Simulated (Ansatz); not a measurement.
# LaSb: response to strain

LaSb is deformed so: equal xy, yz and zx engineering shear strains of +2 %. What stress and forces result, by LAPW, PAW and all-electron datasets made for the crystal?

Program: Ansatz 0.2.0. Level of theory: DFT PBEsol, scalar-relativistic. These are calculated values, not measurements.

**1. The structure to begin with**

The structure is cubic, space group Fm-3m (No. 225). Conventional cell: a = 6.490 Å, b = 6.490 Å, c = 6.490 Å, α = 90.00°, β = 90.00°, γ = 90.00°. La (site symmetry m-3m) is surrounded by 6 Sb at 3.24 to 3.25 Å. Around Sb (site symmetry m-3m) lie 6 La at 3.24 to 3.25 Å.

Structure file:

```
CELL_PARAMETERS angstrom
0.00000 3.24500 3.24500
3.24500 0.00000 3.24500
3.24500 3.24500 0.00000
ATOMIC_POSITIONS crystal
La 0.00000 0.00000 0.00000
Sb 0.50000 0.50000 0.50000
```

Atoms are numbered in the order of the input: La1, Sb2.

**2. After the deformation**

Space group Fm-3m before, R-3m after.

**3. LAPW, all electrons**

File input.yaml:

```yaml
crystal:
  lattice:
    - [0.0649, 3.27745, 3.27745]
    - [3.27745, 0.0649, 3.27745]
    - [3.27745, 3.27745, 0.0649]
  atoms:
    - { symbol: La, position: [0.0, 0.0, 0.0] }
    - { symbol: Sb, position: [0.5, 0.5, 0.5] }
kpoints:
  mp_grid: { grid: [10, 10, 10] }
  band_path:
    path:
      - [0.0, 0.0, 0.0]
      - [0.5, 0.5, 0.5]
      - [0.2451701269, 0.5, 0.7548298731]
      - [-0.2451701269, 0.2451701269, 0.5]
      - [0.0, 0.0, 0.5]
      - [0.0, 0.0, 0.0]
      - [-0.3725850634, 0.0, 0.3725850634]
      - [0.0, 0.3725850634, 0.6274149366]
      - [0.0, 0.5, 0.5]
    npoints: 5
scf:
  occupations: { method: fermi_dirac, width: 0.05 }
hamiltonian:
  xc: pbesol
  pseudopotentials: { kind: all_electron, lapw: { basis_error: 0.001 } }
output:
  forces: true
  stress: true
  eigenvalues: true
```

Started as:

```sh
$ ansatz run input.yaml --threads 1 --pin off --max-ram 3072MiB --backend cpu --events-out ev --progress --plain --runs-dir out
```

**4. PAW on the default files**

File input.yaml:

```yaml
crystal:
  lattice:
    - [0.0649, 3.27745, 3.27745]
    - [3.27745, 0.0649, 3.27745]
    - [3.27745, 3.27745, 0.0649]
  atoms:
    - { symbol: La, position: [0.0, 0.0, 0.0] }
    - { symbol: Sb, position: [0.5, 0.5, 0.5] }
kpoints:
  mp_grid: { grid: [10, 10, 10] }
scf:
  occupations: { method: fermi_dirac, width: 0.05 }
hamiltonian:
  xc: pbesol
  pseudopotentials: { kind: paw }
output:
  forces: true
  stress: true
  eigenvalues: true
  efg: { contact_densities: true }
```

**5. Datasets made for this crystal**

Edit input.yaml of step 4 so:

```diff
@@ -14,3 +14,3 @@
   xc: pbesol
-  pseudopotentials: { kind: paw }
+  pseudopotentials: { kind: all_electron, datasets: crystal }
 output:
```

(Steps that only read results are left out.)

Before running it: what results should come out? Wanted: pressure; largest shear or deviatoric stress.

As calculated:

| quantity | value |
| --- | --- |
| pressure | LAPW -0.94, PAW -0.96, crystal datasets -0.94 GPa |
| largest shear or deviatoric stress (LAPW) | 0.39 GPa |

The largest part of the stress beyond the pressure is 0.39 GPa in size; the atoms are carried along and not relaxed. No run of the undeformed cell stands beside it, so the pressure holds what the given cell had before the change. PAW: stress within 0.02 GPa of LAPW. Crystal datasets: stress within 0.01 GPa of LAPW. Spin-orbit coupling is left out, though the cell holds La; in elements this heavy it can shift bands and gaps by tenths of an eV.
